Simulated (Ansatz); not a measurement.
# Ga₂H₄: ionisation energy by level of theory

One table from this session's results is given with a row withheld; the runs are named, their logs left out.

Method: unrestricted cation, the program's frozen cores in correlated methods; program: Ansatz 0.2.0, Gaussian basis.

Plan: UKS PBE-D4/def2-TZVPP; UKS r2SCAN-D4/def2-TZVPP; UKS PBE0-D4/def2-TZVPP; UKS B3LYP-D4/def2-TZVPP; UKS wB97X-V/def2-TZVPP; UKS wB97M-V/def2-TZVPP; UKS B2PLYP/def2-TZVPP; UHF-CCSD(T)/def2-TZVPP; UHF-MP2/def2-QZVPP; extrapolation to the limit; then −ε(HOMO) from the neutral's earlier runs with LDA (SPW92), PBE-D4, revPBE-D4, BLYP-D4, r2SCAN-D4, B97M-V, PBE0-D4, B3LYP-D4, r2SCANh-D4, r2SCAN0-D4, HSE06-D4, BHLYP-D4, CAM-B3LYP-D4, LC-ωPBE, ωB97X-V, ωB97M-V.

## Structure used throughout

The geometry comes from an earlier relaxation with PBE0-D4 in a triple-zeta def2 set; it is a stationary point.

SMILES `[GaH2][GaH2]`, 6 atoms, charge 0, spin multiplicity 1.

Atoms are counted from 1 here; the program's logs count them from 0.

Bond lengths: Ga1–Ga2 2.459 Å, Ga1–H3 1.578 Å, Ga1–H4 1.578 Å, Ga2–H5 1.578 Å, Ga2–H6 1.578 Å. Angles: Ga2–Ga1–H3 122.1°, Ga2–Ga1–H4 122.1°, H3–Ga1–H4 115.8°, Ga1–Ga2–H5 122.0°, Ga1–Ga2–H6 122.2°, H5–Ga2–H6 115.8°.

Set-up of the first run:

File in.yaml:

```yaml
crystal:
  periodic: [false, false, false]
  atoms:
    - {symbol: Ga, position_ang: [-0.283426, -1.200174, -0.117568]}
    - {symbol: Ga, position_ang: [0.296687, 1.178921, 0.103063]}
    - {symbol: H, position_ang: [0.450964, -2.323104, 0.712732]}
    - {symbol: H, position_ang: [-1.412658, -1.700694, -1.099416]}
    - {symbol: H, position_ang: [1.401266, 1.858157, -0.796077]}
    - {symbol: H, position_ang: [-0.410634, 2.122793, 1.151064]}
basis:
  gaussian: {orbitals: def2-TZVPP}
total_charge: 1
magnetization: {spin_polarized: true, initial_magnetization: 1}
hamiltonian: {xc: pbe, dispersion: d4}
```

Command:

```console
$ ansatz run in.yaml --threads 2 --pin off --events-out ev --progress --plain --max-ram 4352MiB
```

Among the steps run: Cation, UKS PBE-D4/def2-TZVPP; Cation, UKS r2SCAN-D4/def2-TZVPP; Cation, UKS PBE0-D4/def2-TZVPP; Cation, UKS B3LYP-D4/def2-TZVPP; Cation, UKS wB97X-V/def2-TZVPP; Cation, UKS wB97M-V/def2-TZVPP; Cation, UKS B2PLYP (frozen core)/def2-TZVPP; Cation, UHF-CCSD(T)/def2-TZVPP; Cation, UHF-MP2/def2-QZVPP.

One table of the session follows, with a row left open; its other results are not shown here.

For comparison, −ε(HOMO) of the neutral from earlier runs:

| functional | −ε(HOMO) (eV) |
| --- | --- |
| LDA (SPW92) | 6.16 |
| PBE-D4 | 6.05 |
| revPBE-D4 | 6.01 |
| BLYP-D4 | 5.92 |
| r2SCAN-D4 | 6.31 |
| B97M-V | 6.37 |
| PBE0-D4 | 7.06 |
| B3LYP-D4 | ? |
| r2SCANh-D4 | 6.67 |
| r2SCAN0-D4 | 7.23 |
| HSE06-D4 | 6.67 |
| BHLYP-D4 | 7.96 |
| CAM-B3LYP-D4 | 8.28 |
| LC-ωPBE | 9.56 |
| ωB97X-V | 9.24 |
| ωB97M-V | 9.05 |

Q: Estimate the row for B3LYP-D4 from the others.

Worked estimate for «−ε(HOMO) (eV)». Against the share of exact exchange, BLYP-D4 (0, 5.92), BHLYP-D4 (0.5, 7.96) give a slope of 4.08 per unit share; at 0.2 the line stands at 6.74.

The run gave: −ε(HOMO) (eV): 6.88. In «−ε(HOMO) (eV)» the line misses by -0.14.

Caveats from the session: The cation may have settled in a state other than its lowest; no search over hole states beyond the program's own was made.
